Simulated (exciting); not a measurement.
# GaGe (F-43m) in exciting: equation of state

How stiff is GaGe in PBEsol, and what volume does it want? The cell is scaled to several volumes.

Everything below comes from runs of exciting (release sodium). Logs are shortened: lines on timing, memory, paths and dates and some standing lists are left out, and cuts for length are marked.

### Step 1. The crystal as given

It takes space group F-43m (No. 216, cubic). Conventional cell: a = 5.796 Å, b = 5.796 Å, c = 5.796 Å, α = 90.00°, β = 90.00°, γ = 90.00°. Around Ge (site symmetry -43m) lie 4 Ga at 2.51 Å. Ga (site symmetry -43m) is surrounded by 4 Ge at 2.51 Å.

The cell comes from a database or a generator and needn't be the stable form of this composition.

### Step 2. Equation of state, PBEsol, 22.87 Å³/atom (volume scaled by 0.94)

Input file input.xml:

```xml
<input>
  <title>GaGe</title>
  <structure speciespath="./" tshift="false">
    <crystal scale="1">
      <basevect>0.000000000000 5.364342358500 5.364342358500</basevect>
      <basevect>5.364342358500 0.000000000000 5.364342358500</basevect>
      <basevect>5.364342358500 5.364342358500 0.000000000000</basevect>
    </crystal>
    <species speciesfile="Ge.xml" rmt="2">
      <atom coord="0.000000000000 0.000000000000 0.000000000000"/>
    </species>
    <species speciesfile="Ga.xml" rmt="2">
      <atom coord="0.250000000000 0.250000000000 0.250000000000"/>
    </species>
  </structure>
  <groundstate do="fromscratch" ngridk="8 8 8" rgkmax="9" gmaxvr="14" lmaxapw="10" lmaxmat="10" lmaxvr="8" xctype="GGA_PBE_SOL" stype="Fermi Dirac" swidth="0.00183747" nempty="10" ValenceRelativity="iora*" epsengy="1e-05" epspot="1e-05" maxscl="60" outputlevel="normal"/>
</input>
```

Potentials or basis: all-electron LAPW+lo, shipped species files, valence relativity iora*.

Run with:

```
> OMP_NUM_THREADS=1 exciting_smp
```

INFO.OUT:

```text
================================================================================
EXCITING SODIUM started
[... 10 lines left out ...]

 Lattice vectors (cartesian) :
      0.0000000000      5.3643423585      5.3643423585
      5.3643423585      0.0000000000      5.3643423585
      5.3643423585      5.3643423585      0.0000000000

 Reciprocal lattice vectors (cartesian) :
     -0.5856435782      0.5856435782      0.5856435782
      0.5856435782     -0.5856435782      0.5856435782
      0.5856435782      0.5856435782     -0.5856435782

 Unit cell volume                           :     308.7304439118
 Brillouin zone volume                      :       0.8034523913

 Species :    1 (Ge)
     parameters loaded from                 :    Ge.xml
     name                                   :    germanium
     nuclear charge                         :     -32.00000000
     electronic charge                      :      32.00000000
     atomic mass                            :  132359.93290000
     muffin-tin radius                      :       2.00000000
     # of radial points in muffin-tin       :     350

     atomic positions (lattice) :
       1 :   0.00000000  0.00000000  0.00000000

 Species :    2 (Ga)
     parameters loaded from                 :    Ga.xml
     name                                   :    gallium
     nuclear charge                         :     -31.00000000
     electronic charge                      :      31.00000000
     atomic mass                            :  127097.25380000
     muffin-tin radius                      :       2.00000000
     # of radial points in muffin-tin       :     350

     atomic positions (lattice) :
       1 :   0.25000000  0.25000000  0.25000000

 Total number of atoms per unit cell        :       2

 Spin treatment                             :    spin-unpolarised

 Number of Bravais lattice symmetries       :      48
 Number of crystal symmetries               :      24

 k-point grid                               :       8    8    8
 Total number of k-points                   :      43
 k-point set is reduced with crystal symmetries

 R^MT_min * |G+k|_max (rgkmax)              :       9.00000000
 Species with R^MT_min                      :       1 (Ge)
 Maximum |G+k| for APW functions            :       4.50000000
 Maximum |G| for potential and density      :      14.00000000

 G-vector grid sizes                        :      36    36    36
 Total number of G-vectors                  :   14331

 Maximum angular momentum used for
     APW functions                          :      10
     computing H and O matrix elements      :      10
     potential and density                  :       8
     inner part of muffin-tin               :       2

 Total nuclear charge                       :     -63.00000000
 Total electronic charge                    :      63.00000000
 Total core charge                          :      36.00000000
 Total valence charge                       :      27.00000000

 Number of empty states                     :      10
 Total number of valence states             :      24

 Maximum Hamiltonian size                   :     559
 Maximum number of plane-waves              :     531
 Total number of local-orbitals             :      28

 Exchange-correlation type                  :      22
[... 23 lines left out ...]
+ SCF iteration number :    1                                                  +
++++++++++++++++++++++++++++++++++++++++++++++++++++++++++++++++++++++++++++++++
 Total energy                               :     -4037.35411600
 _______________________________________________________________
 Fermi energy                               :         0.15317155
 Kinetic energy                             :      4124.05904424
 Coulomb energy                             :     -8009.13262435
 Exchange energy                            :      -148.78657424
 Correlation energy                         :        -3.49396166

 DOS at Fermi energy (states/Ha/cell)       :        29.93512452

 Electron charges :
     core                                   :        36.00000000
     core leakage                           :         0.00949377
     valence                                :        27.00000000
     interstitial                           :         4.63016430
     charge in muffin-tin spheres :
                  atom     1    Ge          :        29.56732128
                  atom     2    Ga          :        28.80251443
     total charge in muffin-tins            :        58.36983570
     total charge                           :        63.00000000
[... 322 lines left out ...]
 Electron charges :
     core                                   :        36.00000000
     core leakage                           :         0.00928847
     valence                                :        27.00000000
     interstitial                           :         4.62114786
     charge in muffin-tin spheres :
                  atom     1    Ge          :        29.54023047
                  atom     2    Ga          :        28.83862166
     total charge in muffin-tins            :        58.37885214
     total charge                           :        63.00000000

 RMS change in effective potential (target) :  0.329073E-08  ( 0.100000E-04)
 Absolute change in total energy   (target) :  0.256473E-07  ( 0.100000E-04)
 Charge distance                   (target) :  0.514335E-09  ( 0.100000E-04)

++++++++++++++++++++++++++++++++++++++++++++++++++++++++++++++++++++++++++++++++
| Convergency criteria checked for the last 2 iterations                       +
| Convergence targets achieved. Performing final SCF iteration                 +
++++++++++++++++++++++++++++++++++++++++++++++++++++++++++++++++++++++++++++++++
 Total energy                               :     -4040.21922945
 _______________________________________________________________
 Fermi energy                               :         0.15087560
 Kinetic energy                             :      4122.56480617
 Coulomb energy                             :     -8010.40044766
 Exchange energy                            :      -148.88804450
 Correlation energy                         :        -3.49554347

 DOS at Fermi energy (states/Ha/cell)       :        29.68230003

 Electron charges :
     core                                   :        36.00000000
     core leakage                           :         0.00928847
     valence                                :        27.00000000
     interstitial                           :         4.62114786
     charge in muffin-tin spheres :
                  atom     1    Ge          :        29.54023048
                  atom     2    Ga          :        28.83862167
     total charge in muffin-tins            :        58.37885214
     total charge                           :        63.00000000

++++++++++++++++++++++++++++++++++++++++++++++++++++++++++++++++++++++++++++++++
[... 9 lines left out ...]
| EXCITING SODIUM stopped                                                      =
================================================================================
```

EVALCORE.OUT:

```text
Species :    1 (Ge), atom :    1
 n =  1, l =  0, k =  1 :   -402.0086722
 n =  2, l =  0, k =  1 :   -50.00030718
 n =  2, l =  1, k =  1 :   -44.44796280
 n =  2, l =  1, k =  2 :   -43.27817388
 n =  3, l =  0, k =  1 :   -5.826100977
 n =  3, l =  1, k =  1 :   -3.996516468
 n =  3, l =  1, k =  2 :   -3.839275819

Species :    2 (Ga), atom :    1
 n =  1, l =  0, k =  1 :   -375.1808537
 n =  2, l =  0, k =  1 :   -46.00087026
 n =  2, l =  1, k =  1 :   -40.69505067
 n =  2, l =  1, k =  2 :   -39.68015399
 n =  3, l =  0, k =  1 :   -5.097828015
 n =  3, l =  1, k =  1 :   -3.383910553
 n =  3, l =  1, k =  2 :   -3.250519291
```

It took 3.8 min on 1 thread of AMD EPYC 7R43 (Zen 3), shared host; peak memory 0.15 GiB.

Results:

| Item | Value |
| --- | --- |
| Free energy | -109939.9744 eV |
| Band gap on the k mesh | none (metal or under the smearing width) |
| All electrons inside the program's atomic spheres | Ge 29.54; Ga 28.84 (radii Ge 2.0, Ga 2.0 bohr) |

Caveat: the log's total energy holds no entropy term; the free energy is that total less TS from the occupations.

### Step 3. Equation of state, PBEsol, 23.36 Å³/atom (volume scaled by 0.96)

input.xml: that of step 2 with these lines changed.

```diff
@@ -4,5 +4,5 @@
     <crystal scale="1">
-      <basevect>0.000000000000 5.364342358500 5.364342358500</basevect>
-      <basevect>5.364342358500 0.000000000000 5.364342358500</basevect>
-      <basevect>5.364342358500 5.364342358500 0.000000000000</basevect>
+      <basevect>0.000000000000 5.402120662040 5.402120662040</basevect>
+      <basevect>5.402120662040 0.000000000000 5.402120662040</basevect>
+      <basevect>5.402120662040 5.402120662040 0.000000000000</basevect>
     </crystal>
```

Potentials or basis: all-electron LAPW+lo, shipped species files, valence relativity iora*.

Run with:

```
> OMP_NUM_THREADS=1 exciting_smp
```

It took 3.6 min on 1 thread of AMD EPYC 7R43 (Zen 3), shared host; peak memory 0.15 GiB.

The run converged. Its results:

* Free energy: -109939.9761 eV
* Band gap on the k mesh: none (metal or under the smearing width)
* All electrons inside the program's atomic spheres: Ge 29.53; Ga 28.83 (radii Ge 2.0, Ga 2.0 bohr)

Caveat: the log's total energy holds no entropy term; the free energy is that total less TS from the occupations.

### Step 4. Equation of state, PBEsol, 23.85 Å³/atom (volume scaled by 0.98)

input.xml: that of step 3 with these lines changed.

```diff
@@ -4,5 +4,5 @@
     <crystal scale="1">
-      <basevect>0.000000000000 5.402120662040 5.402120662040</basevect>
-      <basevect>5.402120662040 0.000000000000 5.402120662040</basevect>
-      <basevect>5.402120662040 5.402120662040 0.000000000000</basevect>
+      <basevect>0.000000000000 5.439377843933 5.439377843933</basevect>
+      <basevect>5.439377843933 0.000000000000 5.439377843933</basevect>
+      <basevect>5.439377843933 5.439377843933 0.000000000000</basevect>
     </crystal>
```

Run with:

```
> OMP_NUM_THREADS=1 exciting_smp
```

Run time: 3.5 min. Hardware: 1 thread of AMD EPYC 7R43 (Zen 3), shared host; peak memory 0.14 GiB.

It converged, with:

| Property | Result |
| --- | --- |
| Free energy | -109939.9706 eV |
| Band gap on the k mesh | none (metal or under the smearing width) |
| All electrons inside the program's atomic spheres | Ge 29.52; Ga 28.82 (radii Ge 2.0, Ga 2.0 bohr) |

Caveat: the log's total energy holds no entropy term; the free energy is that total less TS from the occupations.

### Step 5. Equation of state, PBEsol, 24.33 Å³/atom

input.xml: that of step 4 with these lines changed.

```diff
@@ -4,5 +4,5 @@
     <crystal scale="1">
-      <basevect>0.000000000000 5.439377843933 5.439377843933</basevect>
-      <basevect>5.439377843933 0.000000000000 5.439377843933</basevect>
-      <basevect>5.439377843933 5.439377843933 0.000000000000</basevect>
+      <basevect>0.000000000000 5.476131511890 5.476131511890</basevect>
+      <basevect>5.476131511890 0.000000000000 5.476131511890</basevect>
+      <basevect>5.476131511890 5.476131511890 0.000000000000</basevect>
     </crystal>
```

Run with:

```
> OMP_NUM_THREADS=1 exciting_smp
```

Wall time 4.1 min (1 thread of AMD EPYC 7R43 (Zen 3), shared host); peak memory 0.14 GiB.

It converged, with:

```yaml
Free_energy: -109939.9586 eV
Band_gap_on_the_k_mesh: none (metal or under the smearing width)
All_electrons_inside_the_program's_atomic_spheres: Ge 29.51; Ga 28.81 (radii Ge 2.0, Ga 2.0 bohr)
```

Caveat: the log's total energy holds no entropy term; the free energy is that total less TS from the occupations.

### Step 6. Equation of state, PBEsol, 24.82 Å³/atom (volume scaled by 1.02)

input.xml: that of step 5 with these lines changed.

```diff
@@ -4,5 +4,5 @@
     <crystal scale="1">
-      <basevect>0.000000000000 5.476131511890 5.476131511890</basevect>
-      <basevect>5.476131511890 0.000000000000 5.476131511890</basevect>
-      <basevect>5.476131511890 5.476131511890 0.000000000000</basevect>
+      <basevect>0.000000000000 5.512398340477 5.512398340477</basevect>
+      <basevect>5.512398340477 0.000000000000 5.512398340477</basevect>
+      <basevect>5.512398340477 5.512398340477 0.000000000000</basevect>
     </crystal>
```

Potentials or basis: all-electron LAPW+lo, shipped species files, valence relativity iora*.

Run with:

```
> OMP_NUM_THREADS=1 exciting_smp
```

Wall time 3.9 min (1 thread of AMD EPYC 7R43 (Zen 3), shared host); peak memory 0.15 GiB.

Results (log left out):

```yaml
Free_energy: -109939.9416 eV
Band_gap_on_the_k_mesh: none (metal or under the smearing width)
All_electrons_inside_the_program's_atomic_spheres: Ge 29.50; Ga 28.80 (radii Ge 2.0, Ga 2.0 bohr)
```

Caveat: the log's total energy holds no entropy term; the free energy is that total less TS from the occupations.

### Step 7. Equation of state, PBEsol, 25.31 Å³/atom (volume scaled by 1.04)

input.xml: that of step 6 with these lines changed.

```diff
@@ -4,5 +4,5 @@
     <crystal scale="1">
-      <basevect>0.000000000000 5.512398340477 5.512398340477</basevect>
-      <basevect>5.512398340477 0.000000000000 5.512398340477</basevect>
-      <basevect>5.512398340477 5.512398340477 0.000000000000</basevect>
+      <basevect>0.000000000000 5.548194137820 5.548194137820</basevect>
+      <basevect>5.548194137820 0.000000000000 5.548194137820</basevect>
+      <basevect>5.548194137820 5.548194137820 0.000000000000</basevect>
     </crystal>
```

Run with:

```
> OMP_NUM_THREADS=1 exciting_smp
```

Wall time 3.6 min (1 thread of AMD EPYC 7R43 (Zen 3), shared host); peak memory 0.14 GiB.

Results (log left out):

- Free energy: -109939.9195 eV
- Band gap on the k mesh: none (metal or under the smearing width)
- All electrons inside the program's atomic spheres: Ge 29.49; Ga 28.79 (radii Ge 2.0, Ga 2.0 bohr)

Caveat: the log's total energy holds no entropy term; the free energy is that total less TS from the occupations.

### Step 8. Equation of state, PBEsol, 25.79 Å³/atom (volume scaled by 1.06)

input.xml: that of step 7 with these lines changed.

```diff
@@ -4,5 +4,5 @@
     <crystal scale="1">
-      <basevect>0.000000000000 5.548194137820 5.548194137820</basevect>
-      <basevect>5.548194137820 0.000000000000 5.548194137820</basevect>
-      <basevect>5.548194137820 5.548194137820 0.000000000000</basevect>
+      <basevect>0.000000000000 5.583533906833 5.583533906833</basevect>
+      <basevect>5.583533906833 0.000000000000 5.583533906833</basevect>
+      <basevect>5.583533906833 5.583533906833 0.000000000000</basevect>
     </crystal>
```

Run with:

```
> OMP_NUM_THREADS=1 exciting_smp
```

It took 4.1 min on 1 thread of AMD EPYC 7R43 (Zen 3), shared host; peak memory 0.15 GiB.

Results (log left out):

- Free energy: -109939.8934 eV
- Band gap on the k mesh: none (metal or under the smearing width)
- All electrons inside the program's atomic spheres: Ge 29.49; Ga 28.79 (radii Ge 2.0, Ga 2.0 bohr)

Caveat: the log's total energy holds no entropy term; the free energy is that total less TS from the occupations.

### Step 9. Equation of state, PBEsol

Potentials or basis: all-electron LAPW+lo, shipped species files, valence relativity iora*.

No new run: the results of the series are fitted here.

Results:

| Quantity | Value |
| --- | --- |
| Equilibrium volume | 23.22 Å³/atom |
| Bulk modulus | 59 GPa |
| Pressure derivative of the bulk modulus | 5.6 |

Energy against volume, from the lowest point:
| volume (Å³/atom) | energy (meV/atom) |
| --- | --- |
| 22.875 | 0.85 |
| 23.361 | 0.00 |
| 23.848 | 2.75 |
| 24.335 | 8.77 |
| 24.821 | 17.24 |
| 25.308 | 28.33 |
| 25.795 | 41.34 |
